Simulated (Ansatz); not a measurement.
# Si: a tetragonal deformation path

The task here is to estimate one member of a computed series from the others.

Method: DFT LDA, scalar-relativistic, plane waves, PAW, in Ansatz 0.2.0.

## The structure to begin with

The structure is tetragonal, space group I4/mmm (No. 139). The conventional cell has a = 6.651 Å, b = 6.651 Å, c = 3.845 Å, α = 90.00°, β = 90.00°, γ = 90.00°. Si (site symmetry m2m) is surrounded by 4 Si at 2.34 to 2.38 Å.

Structure file:

```cif
data_structure
_symmetry_space_group_name_H-M 'I4/mmm'
_symmetry_Int_Tables_number 139
_cell_length_a 6.6509
_cell_length_b 6.6509
_cell_length_c 3.8448
_cell_angle_alpha 90.000
_cell_angle_beta 90.000
_cell_angle_gamma 90.000
_cell_volume 170.07
loop_
_atom_site_label
_atom_site_type_symbol
_atom_site_symmetry_multiplicity
_atom_site_Wyckoff_symbol
_atom_site_fract_x
_atom_site_fract_y
_atom_site_fract_z
_atom_site_occupancy
Si1 Si 8 h 0.67880 0.67880 0.50000 1
```

It goes back to an entry of the Materials Project, which need not be the stable form.

No relaxation comes first: the listed cell is the starting point.

## The reference cell

Reference values: F = -2434.1268 eV; pressure -1.85 GPa; largest force 0.024 eV/Å; gap on the mesh 0.15 eV. It was computed beforehand with the settings of the runs below.

The first run:

At fixed volume and fractional coordinates, lengths along (0.000, 0.000, 1.000) are scaled against those across it; ρ is that ratio over its starting value.

input.yaml reads:

```yaml
crystal:
  lattice:
    - [-3.5105624357, 3.5105624357, 1.7249895509]
    - [3.5105624357, -3.5105624357, 1.7249895509]
    - [3.5105624357, 3.5105624357, -1.7249895509]
  atoms:
    - { symbol: Si, position: [0.17880106, 0.17880106, 0.35760212] }
    - { symbol: Si, position: [0.82119894, 0.82119894, 0.64239788] }
    - { symbol: Si, position: [0.17880106, 0.82119894, 0.0] }
    - { symbol: Si, position: [0.82119894, 0.17880106, 0.0] }
basis:
  ecutwfc: 420
kpoints:
  mp_grid: { grid: [12, 12, 12] }
hamiltonian:
  xc: lda
scf:
  occupations: { method: gaussian, width: 0.03 }
output:
  forces: true
  stress: true
  eigenvalues: true
```

Command:

```sh
$ ansatz run input.yaml --threads 1 --pin off --max-ram 2560MiB --backend cpu --events-out ev --progress --plain --runs-dir out
```

Steps of the session up to this table: Point ρ = 0.850; ρ = 1.200; ρ = 0.920; ρ = 1.100; At ρ = 0.960; Point ρ = 1.050; Point ρ = 0.800; ρ = 1.300.

One of the session's tables, all rows but one given; the rest of the session is left out.

It belongs to the step «The scan collected». 

```
    ρ  ΔE (meV/atom)  pressure (GPa)  gap on the mesh (eV)
0.800          370.2             2.4                  0.00
0.850          200.6             0.8                  0.00
0.920           52.1            -1.0                  0.00
0.960              ?               ?                     ?
1.000            0.0            -1.8                  0.15
1.050           18.8            -1.8                  0.00
1.100           68.1            -1.4                  0.00
1.200          233.9             0.4                  0.00
1.300          460.3             3.2                  0.00
```

**Question.** Estimate the row for ρ = 0.960.

Worked estimate for «ΔE (meV/atom)». A straight line through the neighbours (0.920, 52.1) and (1.000, 0.0) gives 52.1 + (0.0 − 52.1) × (0.960 − 0.920) / (1.000 − 0.920) = 26.1; a parabola fitted to 4 rows on both sides gives 11.3.

The run gave: ΔE (meV/atom): 12.0; pressure (GPa): -1.6; gap on the mesh (eV): 0.10. In «ΔE (meV/atom)» the line misses by +14.1 and the parabola by -0.7.
